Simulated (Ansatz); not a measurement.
# F3GeHO (SMILES [OH][Ge]([F])([F])[F]): functionals against CCSD(T) at one geometry

An exercise on one series of results from a longer session: the logs are not shown, and one member is left open.

Computed with Ansatz 0.2.0, Gaussian basis. Level: single points in def2-TZVPP.

Correlated methods freeze the cores. Filled d shells of the heavier atoms are correlated.

**Where the work starts**

SMILES `[OH][Ge]([F])([F])[F]`, 6 atoms, charge 0, spin multiplicity 1.

Atoms are counted from 1 here; the program's logs count them from 0.

Bond lengths: O1–Ge2 1.635 Å, O1–H6 0.968 Å, Ge2–F3 1.629 Å, Ge2–F4 1.625 Å, Ge2–F5 1.627 Å. Angles: Ge2–O1–H6 119.9°, O1–Ge2–F3 108.7°, O1–Ge2–F4 112.1°, O1–Ge2–F5 109.3°, F3–Ge2–F4 109.5°, F3–Ge2–F5 109.6°, F4–Ge2–F5 107.6°.

As a file:

```mol
F3GeHO
  3D, bonds by distance, orders not assigned

  6  5  0  0  0  0  0  0  0  0999 V2000
   -0.7644    0.2725    0.9917 O   0  0
    0.3254   -0.1622   -0.1469 Ge  0  0
    1.6469   -0.7592    0.5961 F   0  0
   -0.2699   -1.2755   -1.1703 F   0  0
    0.7350    1.1448   -1.0246 F   0  0
   -1.6067    0.6694    0.7270 H   0  0
  1  2  8  0
  1  6  8  0
  2  3  8  0
  2  4  8  0
  2  5  8  0
M  END
```

The first run:

File run/in.yaml:

```yaml
crystal:
  periodic: [false, false, false]
  atoms:
    - {symbol: O, position_ang: [-0.764400, 0.272500, 0.991700]}
    - {symbol: Ge, position_ang: [0.325400, -0.162200, -0.146900]}
    - {symbol: F, position_ang: [1.646900, -0.759200, 0.596100]}
    - {symbol: F, position_ang: [-0.269900, -1.275500, -1.170300]}
    - {symbol: F, position_ang: [0.735000, 1.144800, -1.024600]}
    - {symbol: H, position_ang: [-1.606700, 0.669400, 0.727000]}
basis:
  gaussian: {orbitals: def2-TZVPP}
correlation: {method: ccsd_t}
```

The command line of these runs was not kept.

Among the steps run: CCSD(T)/def2-TZVPP; PBE0-D4/def2-TZVPP; wB97M-V/def2-TZVPP; r2SCAN-D4/def2-TZVPP; PBE-D4/def2-TZVPP; r2SCAN0-D4/def2-TZVPP; HSE06-D4/def2-TZVPP.

One of the session's tables, all rows but one given; the rest of the session is left out.

| method | RMS force component (eV/Å) | dipole (D) |
| --- | --- | --- |
| PBE0-D4 | 1.696 | 2.08 |
| wB97M-V | ? | ? |
| r2SCAN-D4 | 1.711 | 2.06 |
| PBE-D4 | 2.023 | 2.02 |
| r2SCAN0-D4 | 1.518 | 2.11 |
| HSE06-D4 | 1.698 | 2.08 |

**Question.** Estimate the row for wB97M-V.

As computed: RMS force component (eV/Å): 1.762; dipole (D): 2.07. In the column «RMS force component (eV/Å)» it lies between r2SCAN-D4 (1.711) and PBE-D4 (2.023).
